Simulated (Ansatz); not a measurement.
# SnO2: the cost of one run

Method: DFT LDA, scalar-relativistic, in Ansatz 0.2.0.

## Step 1: The system as given

Symmetry: P4_2/mnm, No. 136, tetragonal system. Conventional cell: a = 4.737 Å, b = 4.737 Å, c = 3.186 Å, α = 90.00°, β = 90.00°, γ = 90.00°. Sn (site symmetry mmm) is surrounded by 6 O at 2.05 to 2.06 Å. O (site symmetry m2m) is surrounded by 3 Sn at 2.05 to 2.06 Å.

As a file:

```xyz
6
Lattice="4.7373 0.0000 0.0000 0.0000 4.7373 0.0000 0.0000 0.0000 3.1864" Properties=species:S:1:pos:R:3 pbc="T T T"
Sn    0.0000    0.0000    0.0000
Sn    2.3687    2.3687    1.5932
O     1.4478    1.4478    0.0000
O     0.9208    3.8165    1.5932
O     3.2895    3.2895    0.0000
O     3.8165    0.9208    1.5932
```

Atoms are numbered in the order of the input: Sn1, Sn2, O3, O4, O5, O6.

## Step 2: Volume × 0.94, LAPW

The input, input.yaml:

```yaml
crystal:
  lattice:
    - [4.6406422521, 0.0, 0.0]
    - [0.0, 4.6406422521, 0.0]
    - [0.0, 0.0, 3.1213531768]
  atoms:
    - { symbol: Sn, position: [0.0, 0.0, 0.0] }
    - { symbol: Sn, position: [0.5, 0.5, 0.5] }
    - { symbol: O, position: [0.30562, 0.30562, 0.0] }
    - { symbol: O, position: [0.19438, 0.80562, 0.5] }
    - { symbol: O, position: [0.69438, 0.69438, 0.0] }
    - { symbol: O, position: [0.80562, 0.19438, 0.5] }
kpoints:
  mp_grid: { grid: [4, 4, 6] }
  band_path:
    path:
      - [0.0, 0.0, 0.0]
      - [0.0, 0.5, 0.0]
      - [0.5, 0.5, 0.0]
      - [0.0, 0.0, 0.0]
      - [0.0, 0.0, 0.5]
      - [0.0, 0.5, 0.5]
      - [0.5, 0.5, 0.5]
      - [0.0, 0.0, 0.5]
      - [0.0, 0.5, 0.0]
    npoints: 5
scf:
  occupations: { method: fermi_dirac, width: 0.03 }
hamiltonian:
  xc: lda
  pseudopotentials: { kind: all_electron, lapw: { basis_error: 0.001 } }
output:
  forces: true
  stress: true
  eigenvalues: true
```

The run is started by

```bash
> ansatz run input.yaml --threads 2 --pin off --max-ram 8192MiB --backend cpu --events-out ev --progress --plain --runs-dir out
```

What time and memory should one allow on 2 threads of Arm Neoverse V1, shared host?

About 44 s, with a peak of 0.58 GiB.
